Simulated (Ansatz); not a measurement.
**SiH3O4 radical: geometry optimisation**

What shape does SiH3O4 radical take? The plan is to relax it.

The runs use Ansatz 0.2.0, Gaussian basis; UKS PBE0-D4/def2-TZVP.

Plan: relaxation at PBE0-D4/def2-TZVP.

1 further run of the same task is left out (set aside as unsound or not needed).

## 1. Where the work starts

SMILES `[O][Si](O)(O)O`, 8 atoms, charge 0, spin multiplicity 2.

Atoms are counted from 1 here; the program's logs count them from 0.

Bond lengths: O1–Si2 1.583 Å, Si2–O3 1.676 Å, Si2–O4 1.617 Å, Si2–O5 1.612 Å, O3–H6 0.956 Å, O4–H7 0.953 Å, O5–H8 0.953 Å. Angles: O1–Si2–O3 90.5°, O1–Si2–O4 121.3°, O1–Si2–O5 116.3°, O3–Si2–O4 107.8°, O3–Si2–O5 112.1°, O4–Si2–O5 107.3°, Si2–O3–H6 117.4°, Si2–O4–H7 119.1°, Si2–O5–H8 119.4°.

The start is a GFN2-xTB geometry.

## 2. Optimising with PBE0-D4/def2-TZVP

File in.yaml:

```yaml
crystal:
  periodic: [false, false, false]
  atoms:
    - {symbol: O, position_ang: [-1.411100, -0.569150, -0.951120]}
    - {symbol: Si, position_ang: [-0.076160, -0.109260, -0.235650]}
    - {symbol: O, position_ang: [-0.905960, 0.105970, 1.204300]}
    - {symbol: O, position_ang: [0.636940, 1.292560, -0.609600]}
    - {symbol: O, position_ang: [1.084970, -1.219550, -0.106820]}
    - {symbol: H, position_ang: [-1.425580, -0.628640, 1.526250]}
    - {symbol: H, position_ang: [0.099340, 2.072310, -0.716150]}
    - {symbol: H, position_ang: [1.997540, -0.944230, -0.111210]}
basis:
  gaussian: {orbitals: def2-TZVP}
magnetization: {spin_polarized: true, initial_magnetization: 1}
hamiltonian: {xc: pbe0, dispersion: d4}
relax: {f_tol: 0.005, max_steps: 150}
```

The run is started by

```console
$ ansatz run in.yaml --threads 2 --pin off --events-out ev --progress --plain --max-ram 32768MiB --backend cuda --devices 0, --max-vram 18GiB
```

Q: Predict the results of all the runs planned. Wanted: point group; shift from the start; total energy; dispersion term; dipole moment.

As calculated:

| quantity | value |
| --- | --- |
| point group | C1 |
| steps | 13 |
| shift from the start (rms) | 0.111 Å |
| total energy | -16110.0149 eV |
| dispersion term | -133 meV |
| dipole moment | 1.64 D |

**Reading.** The atoms moved 0.11 Å (rms) from the start; the bond that changed most is O1–Si2, from 1.583 to 1.656 Å. No vibrations were run, so it is not proven to be a minimum. The largest Mulliken charge, +0.78 e, sits on Si2.
